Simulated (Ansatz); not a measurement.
# C₂Cl₂F₄: small, medium and large basis sets

One table from this session's results is given with a row withheld; the runs are named, their logs left out.

Method: one geometry, several basis sets; program: Ansatz 0.2.0, Gaussian basis.

Levels to be run: PBE0-D4/def2-SVP; ωB97M-V/def2-SVP; PBE0-D4/def2-QZVPP; ωB97M-V/def2-QZVPP; the functionals' def2-TZVPP values are taken from earlier runs.

### Structure used throughout

All runs share one geometry, relaxed beforehand with PBE0-D4 in a triple-zeta def2 set.

8 atoms, charge 0, spin multiplicity 1.

Atoms are counted from 1 here; the program's logs count them from 0.

Bond lengths: F1–C2 1.329 Å, C2–F3 1.329 Å, C2–Cl4 1.757 Å, C2–C5 1.555 Å, C5–F6 1.329 Å, C5–F7 1.329 Å, C5–Cl8 1.757 Å. Angles: F1–C2–F3 108.7°, F1–C2–Cl4 109.7°, F1–C2–C5 109.3°, F3–C2–Cl4 109.7°, F3–C2–C5 109.3°, Cl4–C2–C5 110.2°, C2–C5–F6 109.3°, C2–C5–F7 109.3°, C2–C5–Cl8 110.2°, F6–C5–F7 108.7°, F6–C5–Cl8 109.7°, F7–C5–Cl8 109.7°.

The first run:

Input file in.yaml:

```yaml
crystal:
  periodic: [false, false, false]
  atoms:
    - {symbol: F, position_ang: [0.267863, -1.566980, -0.725053]}
    - {symbol: C, position_ang: [-0.250752, -0.345600, -0.649732]}
    - {symbol: F, position_ang: [0.153945, 0.355660, -1.703708]}
    - {symbol: Cl, position_ang: [-2.005133, -0.446917, -0.644550]}
    - {symbol: C, position_ang: [0.250754, 0.345604, 0.649730]}
    - {symbol: F, position_ang: [-0.154153, -0.355467, 1.703748]}
    - {symbol: F, position_ang: [-0.267668, 1.567079, 0.724864]}
    - {symbol: Cl, position_ang: [2.005153, 0.446622, 0.644700]}
basis:
  gaussian: {orbitals: def2-SVP}
hamiltonian: {xc: pbe0, dispersion: d4}
output: {orbitals: {seedname: orbitals}}
```

The run is started by

```bash
$ ansatz run in.yaml --threads 2 --pin off --events-out ev --progress --plain --max-ram 22528MiB --backend cpu
```

Among the steps run: PBE0-D4 in def2-SVP; ωB97M-V in def2-SVP; PBE0-D4 in def2-QZVPP; ωB97M-V in def2-QZVPP.

One of the session's tables, all rows but one given; the rest of the session is left out.

It belongs to the step «Functionals by basis». 

```
functional       basis  HOMO (eV)  LUMO (eV)
   PBE0-D4    def2-SVP      -9.65      -0.03
   PBE0-D4  def2-TZVPP      -9.76      -0.60
   PBE0-D4  def2-QZVPP      -9.80      -0.77
   ωB97M-V    def2-SVP     -11.89       2.38
   ωB97M-V  def2-TZVPP     -12.05       1.68
   ωB97M-V  def2-QZVPP          ?          ?
```

Q: Estimate the row for ωB97M-V, def2-QZVPP from the others.

As computed: HOMO (eV): -12.10; LUMO (eV): 1.39. In the column «HOMO (eV)» it is the lowest.
